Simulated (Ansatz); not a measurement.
# Cl2H4O2Zr: the cost of one run

All numbers below are computed with Ansatz 0.2.0 (RKS PBE-D4/def2-SVP).

## (1) The starting structure

Bond lengths: Zr1–O2 2.420 Å, O2–H3 1.010 Å, Zr1–Cl4 2.520 Å, Zr1–Cl5 2.518 Å, Zr1–O6 2.069 Å, O6–H7 1.010 Å, Zr1–H8 2.150 Å, Zr1–H9 2.291 Å. Angles (14 of 17 angles, heavy atoms first): O2–Zr1–Cl4 109.5°, O2–Zr1–Cl5 109.5°, O2–Zr1–O6 109.5°, Cl4–Zr1–Cl5 109.5°, Cl4–Zr1–O6 109.5°, Cl5–Zr1–O6 109.5°, Zr1–O2–H3 109.5°, O2–Zr1–H8 71.6°, O2–Zr1–H9 42.1°, Cl4–Zr1–H8 67.1°, Cl4–Zr1–H9 84.1°, Cl5–Zr1–H8 72.9°, Cl5–Zr1–H9 88.0°, O6–Zr1–H8 176.5°.

Structure file:

```xyz
9

Zr    0.0000    0.0000    0.0000
O     0.0000    0.0000    2.4200
H    -0.9095   -0.2814    2.7571
Cl    2.3764    0.0000   -0.8392
Cl   -1.1869    2.0563   -0.8392
O    -0.9750   -1.6891   -0.6893
H    -1.4296   -2.1548    0.0831
H     1.1276    1.7004    0.6779
H     0.8486    1.2798    1.7004
```

## (2) Pulling towards end A

Springs on the bonds that form and break draw the guess towards this end; the thresholds are loose.

input.yaml reads:

```yaml
crystal:
  periodic: [false, false, false]
  atoms:
    - { symbol: Zr, position_ang: [0.0, 0.0, 0.0] }
    - { symbol: O, position_ang: [0.0, 0.0, 2.42] }
    - { symbol: H, position_ang: [-0.9095, -0.2814, 2.7571] }
    - { symbol: Cl, position_ang: [2.3764, 0.0, -0.8392] }
    - { symbol: Cl, position_ang: [-1.1869, 2.0563, -0.8392] }
    - { symbol: O, position_ang: [-0.975, -1.6891, -0.6893] }
    - { symbol: H, position_ang: [-1.4296, -2.1548, 0.0831] }
    - { symbol: H, position_ang: [1.1276, 1.7004, 0.6779] }
    - { symbol: H, position_ang: [0.8486, 1.2798, 1.7004] }
basis:
  gaussian: { orbitals: def2-SVP }
hamiltonian:
  xc: pbe
  dispersion: d4
relax:
  f_tol: 0.15
  max_steps: 25
  restrain:
    - { distance: [0, 7], at: 3.05, k: 30.0 }
    - { distance: [8, 1], at: 2.21, k: 30.0 }
    - { distance: [0, 1], at: 2.07, k: 30.0 }
    - { distance: [8, 7], at: 0.66, k: 30.0 }
output:
  orbitals: {}
```

On the command line:

```bash
$ ansatz run input.yaml --threads 4 --pin off --max-ram 5120MiB --backend cpu --events-out ev --progress --plain --runs-dir out
```

Q: Estimate wall time and peak memory on 4 threads of Arm Neoverse V1, shared host.

About 24 s, with a peak of 0.17 GiB.
